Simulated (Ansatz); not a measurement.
This script drives the Ansatz DFT code, driven from Python.

The script, `deck.py`:
```python
# -*- coding: utf-8 -*-
"""LiIn3 from an input typed as a mapping."""

import ansatz as az
import numpy as np

config = {
    "crystal": {
        "lattice": [
            [-2.238016, 2.238016, 4.592978],
            [2.238016, -2.238016, 4.592978],
            [2.238016, 2.238016, -4.592978],
        ],
        "atoms": [
            {"symbol": "Li", "position": [0.0, 0.0, 0.0]},
            {"symbol": "In", "position": [0.75, 0.25, 0.5]},
            {"symbol": "In", "position": [0.25, 0.75, 0.5]},
            {"symbol": "In", "position": [0.5, 0.5, 0.0]},
        ],
    },
    "kpoints": {"mp_grid": {"kspacing": 0.3}},
    "hamiltonian": {"xc": "r2scan"},
    "scf": {"occupations": {"method": "fermi_dirac", "width": 0.1}},
    "basis": {"ecutwfc": "42 Ry"},
    "output": {"forces": True},
}

out = az.Session.from_dict(config).plan(threads=1).execute()
summary = out.report

print("%-22s %14.5f eV" % ("F = E - TS", summary["free_energy_ev"]))
print("%-22s %14.5f eV" % ("E", summary["internal_energy_ev"]))
print("%-22s %14.5f eV" % ("Harris-Foulkes", summary["harris_foulkes_ev"]))
print("%-22s %14.5f eV" % ("Fermi level", summary["fermi_energy_ev"]))

# forces in eV per angstrom
forces = np.array(summary["forces_ev_ang"])
norms = np.linalg.norm(forces, axis=1)
print("largest force {:.4f} eV/A on atom {}".format(norms.max(), norms.argmax()))
print(np.array2string(forces, precision=4, suppress_small=True))

terms = summary["components"]
print({name: round(terms[name], 3) for name in ("e_kinetic", "e_hartree", "e_xc", "e_local", "e_nonlocal")})
```

It is started by `python deck.py`. How long does it take on 1 thread of Arm Neoverse V1, on a shared host, and how much memory does it need?

It took about 16 s, with a peak of 0.88 GiB, for 1 run of the engine.

```console
$ python deck.py
F = E - TS               -17041.35923 eV
E                        -17041.30305 eV
Harris-Foulkes           -17041.35923 eV
Fermi level                   9.24487 eV
largest force 0.0000 eV/A on atom 2
[[-0.  0.  0.]
 [-0.  0.  0.]
 [ 0.  0.  0.]
 [-0.  0.  0.]]
{'e_kinetic': 747.903, 'e_hartree': 1415.055, 'e_xc': -614.786, 'e_local': -3591.83, 'e_nonlocal': 1066.281}
```

Caveats:
- Absolute energies stand on the zero of these potentials, so only differences at equal settings mean something. A total without «per atom» is that of the cell as typed.
- The energy terms are those on the plane-wave grid, with the one-centre PAW part apart; the terms shown are only some of the summands, so they needn't add up to F.
- For a metal this k-point mesh is coarse: on a finer one energies can move by several to tens of meV an atom and pressures by half a GPa or more, differences at one mesh by less.
- An absolute Fermi energy rests on an arbitrary zero of the periodic potential and has no direct meaning.
- The structure comes from a database of computed cells and needn't be a stable or known phase.

(A comment or docstring line of the script was reworded after the run, the code is as it ran; lines on the test bed's own set-up are left out of the output.)
